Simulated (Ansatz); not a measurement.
# C2H6AlFS: the cost of one run

Method: RKS r2SCAN/def2-SVP, in Ansatz 0.2.0.

## (1) The structure to begin with

Bond lengths: F1–C2 1.321 Å, C2–C3 1.517 Å, C3–Al4 2.031 Å, Al4–S5 2.320 Å, C2–H6 1.126 Å, C2–H7 1.107 Å, C3–H8 1.046 Å, C3–H9 1.163 Å, Al4–H10 1.530 Å, S5–H11 1.416 Å. Angles (14 of 16 angles, heavy atoms first): F1–C2–C3 108.0°, C2–C3–Al4 112.4°, C3–Al4–S5 116.3°, F1–C2–H6 109.5°, F1–C2–H7 110.9°, C3–C2–H6 111.8°, C3–C2–H7 109.6°, C2–C3–H8 112.0°, C2–C3–H9 106.1°, Al4–C3–H8 111.3°, Al4–C3–H9 106.6°, C3–Al4–H10 121.6°, S5–Al4–H10 121.8°, Al4–S5–H11 91.7°.

Coordinates:

```xyz
11

F    -1.3433    1.2561    0.6551
C    -0.2979    0.8004    1.3225
C     0.0988   -0.5346    0.7201
Al    0.8382   -0.3457   -1.1616
S    -0.3075   -1.4739   -2.8339
H     0.5403    1.5499    1.2645
H    -0.5415    0.6672    2.3943
H    -0.6844   -1.2277    0.7525
H     0.9671   -0.9409    1.3791
H     2.0077    0.5896   -1.4744
H    -1.2122   -0.3975   -2.9977
```

## (2) End point A

Input file input.yaml:

```yaml
crystal:
  periodic: [false, false, false]
  atoms:
    - { symbol: F, position_ang: [-1.3433, 1.2561, 0.6551] }
    - { symbol: C, position_ang: [-0.2979, 0.8004, 1.3225] }
    - { symbol: C, position_ang: [0.0988, -0.5346, 0.7201] }
    - { symbol: Al, position_ang: [0.8382, -0.3457, -1.1616] }
    - { symbol: S, position_ang: [-0.3075, -1.4739, -2.8339] }
    - { symbol: H, position_ang: [0.5403, 1.5499, 1.2645] }
    - { symbol: H, position_ang: [-0.5415, 0.6672, 2.3943] }
    - { symbol: H, position_ang: [-0.6844, -1.2277, 0.7525] }
    - { symbol: H, position_ang: [0.9671, -0.9409, 1.3791] }
    - { symbol: H, position_ang: [2.0077, 0.5896, -1.4744] }
    - { symbol: H, position_ang: [-1.2122, -0.3975, -2.9977] }
basis:
  gaussian: { orbitals: def2-SVP }
hamiltonian:
  xc: r2scan
relax:
  f_tol: 0.015
  max_steps: 40
```

The run is started by

```bash
ansatz run input.yaml --threads 2 --pin off --max-ram 3072MiB --backend cpu --events-out ev --progress --plain --runs-dir out
```

What time and memory should one allow on 2 threads of Arm Neoverse V1, shared host?

About 2.6 min, with a peak of 0.17 GiB.
